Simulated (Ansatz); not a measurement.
# SiBr4: one species, many methods

Aim: compute SiBr4 with functionals from several rungs and with coupled cluster, and see how far each lands from CCSD(T) at the basis-set limit for the atomisation energy.

Method: functionals in def2-TZVPP, the program's frozen cores in correlated methods; program: Ansatz 0.2.0, Gaussian basis.

Levels to be run: LDA (SPW92), PBE-D4, revPBE-D4, BLYP-D4, r2SCAN-D4, B97M-V, PBE0-D4, B3LYP-D4, r2SCANh-D4, r2SCAN0-D4, HSE06-D4, BHLYP-D4, CAM-B3LYP-D4, LC-ωPBE, ωB97X-V, ωB97M-V, B2PLYP, PBE-QIDH; CCSD(T)/def2-SVP; CCSD(T)/def2-TZVPP; MP2/def2-QZVPP; extrapolation to the limit; RPA on PBE.

2 further runs of the same task are left out: 2 that didn't finish.

### Step 1. The geometry

The geometry comes from an earlier relaxation with PBE0-D4 in a triple-zeta def2 set; it is a stationary point.

SMILES `Br[Si](Br)(Br)Br`, 5 atoms, charge 0, spin multiplicity 1.

Atoms are counted from 1 here; the program's logs count them from 0.

Bond lengths: Br1–Si2 2.194 Å, Si2–Br3 2.194 Å, Si2–Br4 2.194 Å, Si2–Br5 2.194 Å. Angles: Br1–Si2–Br3 109.5°, Br1–Si2–Br4 109.5°, Br1–Si2–Br5 109.5°, Br3–Si2–Br4 109.5°, Br3–Si2–Br5 109.5°, Br4–Si2–Br5 109.5°.

### Step 2. LDA

This LDA is Slater exchange with PW92 correlation.

in.yaml

```yaml
crystal:
  periodic: [false, false, false]
  atoms:
    - {symbol: Br, position_ang: [-1.190215, 0.095809, 1.824986]}
    - {symbol: Si, position_ang: [0.009974, -0.014739, -0.008279]}
    - {symbol: Br, position_ang: [1.848133, -1.145055, 0.388056]}
    - {symbol: Br, position_ang: [-1.144242, -1.022788, -1.578362]}
    - {symbol: Br, position_ang: [0.526250, 2.013073, -0.667801]}
basis:
  gaussian: {orbitals: def2-TZVPP}
hamiltonian: {xc: lda}
output: {orbitals: {seedname: orbitals}}
```

The run is started by

```bash
> ansatz run in.yaml --threads 2 --pin off --events-out ev --progress --plain --max-ram 22528MiB --backend cpu
```

Further steps of the session: PBE-D4 (GGA); revPBE-D4 (GGA); BLYP-D4 (GGA); r2SCAN-D4 (meta-GGA); B97M-V (meta-GGA); B3LYP-D4 (hybrid); r2SCANh-D4 (hybrid); r2SCAN0-D4 (hybrid); HSE06-D4 (hybrid); BHLYP-D4 (hybrid); CAM-B3LYP-D4 (range-separated); LC-ωPBE (range-separated); ωB97X-V (range-separated); ωB97M-V (range-separated); B2PLYP (double hybrid); PBE-QIDH (double hybrid); CCSD(T) in def2-SVP; CCSD(T) in def2-TZVPP; MP2 in def2-QZVPP; RPA on PBE orbitals.

Before running them: what should the planned runs give, taken together? Wanted: atomisation energy, CCSD(T)/CBS; farthest beyond LDA; mean size of error, GGA; mean size of error, meta-GGA; mean size of error, hybrid; mean size of error, range-separated; mean size of error, double hybrid; gap, smallest and largest; T1 diagnostic.

As calculated:

| quantity | value |
| --- | --- |
| atomisation energy, CCSD(T)/CBS | 335.6 kcal/mol |
| functionals within 3.4 kcal/mol (1.0 %) | PBE-D4, r2SCAN-D4 |
| farthest beyond LDA | BHLYP-D4 (-23.9 kcal/mol) |
| mean size of error, GGA | 10.1 kcal/mol |
| mean size of error, meta-GGA | 4.3 kcal/mol |
| mean size of error, hybrid | 10.0 kcal/mol |
| mean size of error, range-separated | 14.5 kcal/mol |
| mean size of error, double hybrid | 11.9 kcal/mol |
| gap, smallest and largest | 4.78 eV (LDA (SPW92)), 12.02 eV (LC-ωPBE) |
| T1 diagnostic | 0.0073 |
| triples share of the correlation energy | 3.6 % |

What this shows: LDA overbinds by 48.6 kcal/mol (14 %). PBE-D4 misses by +0.9 kcal/mol. Double hybrids carry the basis error of their MP2 part in triple zeta, and no dispersion term here, so their miss is partly the set-up's. Taken by rung, meta-GGA functionals do best (4.3 kcal/mol on average) and range-separated ones worst beyond LDA (14.5 kcal/mol). RPA and LDA stand outside this count. The reference freezes the cores and leaves out relativity and excitations past (T), and its outer-core shells are covered unevenly, so misses under about 3.4 kcal/mol can't be ranked. All levels share the lack of spin-orbit coupling, which lowers the free heavy atoms and so the true binding. Hartree-Fock recovers 68 % of the binding; the rest is correlation. CCSD(T) in def2-SVP is off by -46.2 kcal/mol, which most functionals beat. Orbital gaps span 4.8 to 12.0 eV; exact exchange widens them. Correlated methods include outer-core shells of Br, which these sets cover unevenly.
